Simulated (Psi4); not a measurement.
# One shape, several levels: SiH2O2F2 (SMILES O[Si](O)(F)F)

Aim: a comparison of 3 runs (HF/def2-SVP, SVWN5/def2-SVP, CCSD/def2-SVP) of SiH2O2F2. 

Program for the calculation: Psi4 1.11.

1 further run of the same task is left out (set aside as unsound or not needed).

## Step 1: The system as given

SiH2O2F2: 7 atoms, total charge 0, spin state singlet. SMILES: `O[Si](O)(F)F`. The O1–H6 distance was set to 1.245 Å, away from the relaxed value.

Bond lengths: O1–Si2 1.609 Å, Si2–O3 1.609 Å, Si2–F4 1.583 Å, Si2–F5 1.583 Å, O3–H7 0.957 Å. Angles: O1–Si2–O3 107.3°, O1–Si2–F4 112.2°, O1–Si2–F5 110.1°, O3–Si2–F4 110.1°, O3–Si2–F5 112.2°, F4–Si2–F5 104.9°, Si2–O3–H7 118.9°. A long bond or contact: O1–H6 1.245 Å.

## Step 2: Energy and forces at HF/def2-SVP (run 1)

Input file f2h2o2si.xyz:

```xyz
7
F2H2O2Si
O     -0.911137     0.270272     0.976979
Si     0.200763    -0.191628    -0.090821
O      1.533063    -0.560128     0.733179
F     -0.271637    -1.436228    -0.947121
F      0.449863     0.958272    -1.149621
H     -1.829300     1.022300     0.602200
H      2.160763    -1.172028     0.348479
```

Input file run.py:

```python
import numpy as np
from ase.calculators.psi4 import Psi4
from ase.io import read

mol = read('f2h2o2si.xyz')
calc = Psi4(atoms=mol, method='hf', basis='def2-SVP', memory='2200MB', num_threads=1, charge=0, multiplicity=1, label='psi4-calc', reference='rhf')
calc.psi4.set_options({'puream': True, 'e_convergence': 1e-09, 'd_convergence': 1e-08, 'scf_type': 'pk'})
mol.calc = calc

forces = mol.get_forces()
print(f'energy: {mol.get_potential_energy():.6f} eV')
print('forces / eV A^-1')
print(np.round(forces, 5))
```

Run with:

```bash
$ python run.py
```

psi4-calc.dat:

```text
[...]
  Running in c1 symmetry.
[...]
  Nuclear repulsion =  268.897854627139282
[...]
  Multiplicity = 1
[...]
  Nalpha       = 25
  Nbeta        = 25
[...]
    Number of basis functions: 84
[...]
   @RHF iter   1:  -638.33385828774681   -1.09192e+00   7.78857e-03 ADIIS/DIIS
[...]
   @RHF iter  12:  -638.50803711839512   -1.11413e-11   7.18947e-09 DIIS
[...]
  @RHF Final Energy:  -638.50803711839512
   => Energetics <=
    Nuclear Repulsion Energy =            268.8978546271392815
    One-Electron Energy =               -1423.6142768486261048
    Two-Electron Energy =                 516.2083851030918140
    Total Energy =                       -638.5080371183951229
[...]
  -Total Gradient:
     Atom            X                  Y                   Z
    ------   -----------------  -----------------  -----------------
       1        0.110022573566    -0.086994233938     0.037422648994
       2        0.003167419086    -0.004005600822    -0.011395242516
       3       -0.013095125141     0.012301495114     0.009714297374
       4        0.001051623758     0.005841900722     0.005121195536
       5       -0.001685996255    -0.004950320880     0.006430493733
       6       -0.107464370031     0.087098920120    -0.039798305310
       7        0.008003875017    -0.009292160316    -0.007495087810
[...]
```

On the terminal:

```text
energy: -17374.688678 eV
forces / eV A^-1
[[-5.65759  4.47342 -1.92435]
 [-0.16288  0.20598  0.58597]
 [ 0.67338 -0.63257 -0.49953]
 [-0.05408 -0.3004  -0.26334]
 [ 0.0867   0.25456 -0.33067]
 [ 5.52604 -4.47881  2.04651]
 [-0.41158  0.47782  0.38541]]
```

Run time: 4.5 s. Hardware: 1 thread of Intel Xeon Platinum 8375C at 2.90GHz (Ice Lake), shared host; peak memory 0.29 GiB.

## Step 3: Energy and forces at SVWN5/def2-SVP (run 2)

Input file input.inp:

```
memory 2200 MB

molecule mol {
  0 1
  O     -0.911137     0.270272     0.976979
  Si     0.200763    -0.191628    -0.090821
  O      1.533063    -0.560128     0.733179
  F     -0.271637    -1.436228    -0.947121
  F      0.449863     0.958272    -1.149621
  H     -1.829300     1.022300     0.602200
  H      2.160763    -1.172028     0.348479
  symmetry c1
  no_reorient
  no_com
}

set basis def2-SVP
set puream true
set e_convergence 1e-09
set d_convergence 1e-08
set scf_type pk
set dft_radial_points 99
set dft_spherical_points 590

result, w = gradient("scf", dft_functional={"name": "SVWN5", "x_functionals": {"LDA_X": {}}, "c_functionals": {"LDA_C_VWN": {}}}, return_wfn=True)
oeprop(w, "QUADRUPOLE", "LOWDIN_CHARGES", "DIPOLE", title="SCF")
```

Run with:

```bash
$ psi4 -i input.inp -o input.out -n 1
```

input.out:

```text
[...]
  Running in c1 symmetry.
[...]
  Nuclear repulsion =  268.897854627139282
[...]
  Multiplicity = 1
[...]
  Nalpha       = 25
  Nbeta        = 25
[...]
    Number of basis functions: 84
[...]
   @RKS iter   1:  -636.76741310204659   -4.11249e-02   1.23004e-02 ADIIS/DIIS
[...]
   @RKS iter  13:  -637.16189112072232   -1.02318e-12   1.83389e-09 DIIS
[...]
  @RKS Final Energy:  -637.16189112072232
   => Energetics <=
    Nuclear Repulsion Energy =            268.8978546271392815
    One-Electron Energy =               -1423.9479122930233643
    Two-Electron Energy =                 574.2308123491391143
    DFT Exchange-Correlation Energy =     -56.3426458039772271
    Empirical Dispersion Energy =           0.0000000000000000
    VV10 Nonlocal Energy =                  0.0000000000000000
    Total Energy =                       -637.1618911207223164
[...]
  -Total Gradient:
     Atom            X                  Y                   Z
    ------   -----------------  -----------------  -----------------
       1        0.092373213793    -0.069867379265     0.017422266369
       2        0.002526304071    -0.003987987791    -0.006723744507
       3        0.001132871108    -0.007521740860    -0.011205400937
       4        0.004514658684     0.014945195988     0.010775331661
       5       -0.003845410922    -0.013139600911     0.013600670560
       6       -0.087118587332     0.069499786105    -0.029548099769
       7       -0.009574571141     0.010054318594     0.005712842655
[...]
```

Run time: 11 s. Hardware: 1 thread of Intel Xeon Platinum 8375C at 2.90GHz (Ice Lake), shared host; peak memory 0.5 GiB.

## Step 4: A single-point energy at CCSD/def2-SVP (run 3)

Input file f2h2o2si.py:

```python
import psi4

psi4.set_memory('2200 MB')
psi4.set_num_threads(1)
psi4.core.set_output_file('f2h2o2si.out', False)

geom = psi4.geometry("""
0 1
O     -0.911137     0.270272     0.976979
Si     0.200763    -0.191628    -0.090821
O      1.533063    -0.560128     0.733179
F     -0.271637    -1.436228    -0.947121
F      0.449863     0.958272    -1.149621
H     -1.829300     1.022300     0.602200
H      2.160763    -1.172028     0.348479
symmetry c1
""")

psi4.set_options({
    'basis': 'def2-SVP',
    'reference': 'rhf',
    'puream': True,
    'e_convergence': 1e-09,
    'd_convergence': 1e-08,
    'scf_type': 'pk',
    'num_frozen_docc': 9,
})

result = psi4.energy('ccsd', molecule=geom)
print(f'total energy {result:.8f} hartree = {result * 27.211386:.5f} eV')
```

Run with:

```bash
$ python f2h2o2si.py
```

f2h2o2si.out:

```text
[...]
  Running in c1 symmetry.
[...]
  Nuclear repulsion =  268.897854627139282
[...]
  Multiplicity = 1
[...]
  Nalpha       = 25
  Nbeta        = 25
[...]
    Number of basis functions: 84
[...]
   @RHF iter   1:  -638.33385828774703   -1.09192e+00   7.78857e-03 DIIS/ADIIS
[...]
   @RHF iter  12:  -638.50803711839524   -1.12550e-11   7.18947e-09 DIIS
[...]
  @RHF Final Energy:  -638.50803711839524
   => Energetics <=
    Nuclear Repulsion Energy =            268.8978546271392815
    One-Electron Energy =               -1423.6142768486272416
    Two-Electron Energy =                 516.2083851030926098
    Total Energy =                       -638.5080371183952366
[...]
 Multipole Moments:
 ------------------------------------------------------------------------------------
     Multipole            Electronic (a.u.)      Nuclear  (a.u.)        Total (a.u.)
 ------------------------------------------------------------------------------------
 L = 1.  Multiply by 2.5417464519 to convert [e a0] to [Debye]
 Dipole X            :         -0.3237317            0.1461828           -0.1775489
 Dipole Y            :         -0.1920141            0.3087235            0.1167094
 Dipole Z            :         -3.0618041            2.8782033           -0.1836008
 Magnitude           :                                                    0.2808094
[...]
      * MP2 total energy                      = -639.345491821229416
[...]
      * CCSD total energy                     = -639.360072657404316
```

On the terminal:

```text
total energy -639.36007266 hartree = -17397.87373 eV
```

It took 19 s on 1 thread of Intel Xeon Platinum 8375C at 2.90GHz (Ice Lake), shared host; peak memory 0.49 GiB.

## Step 5: The series

| run | level | integration grid | task | energy (Eh) | dipole moment (D) | HOMO energy (eV) | LUMO energy (eV) | wall time |
| --- | --- | --- | --- | --- | --- | --- | --- | --- |
| 1 | HF/def2-SVP | – | gradient | -638.508037 | 0.71 | -14.53 | 2.71 | 4.5 s |
| 2 | SVWN5/def2-SVP | 99 radial × 590 angular | gradient | -637.161891 | 0.56 | -7.78 | -2.08 | 11 s |
| 3 | CCSD/def2-SVP | – | energy | -639.360073 | – | -14.53 | 2.71 | 19 s |

## Step 6: Summary of results

| quantity | value |
| --- | --- |
| run 3: total energy | -639.36007 Eh |
| run 3: HOMO energy (Hartree–Fock orbitals) | -14.53 eV |
| run 3: LUMO energy (Hartree–Fock orbitals) | 2.71 eV |
| run 3: HOMO–LUMO gap (Hartree–Fock orbitals) | 17.24 eV |
| run 3: correlation energy (9 core orbitals frozen) | -852.0 mEh |
| run 3: T1 diagnostic | 0.011 |

All runs together took 34 s, the longest 19 s.
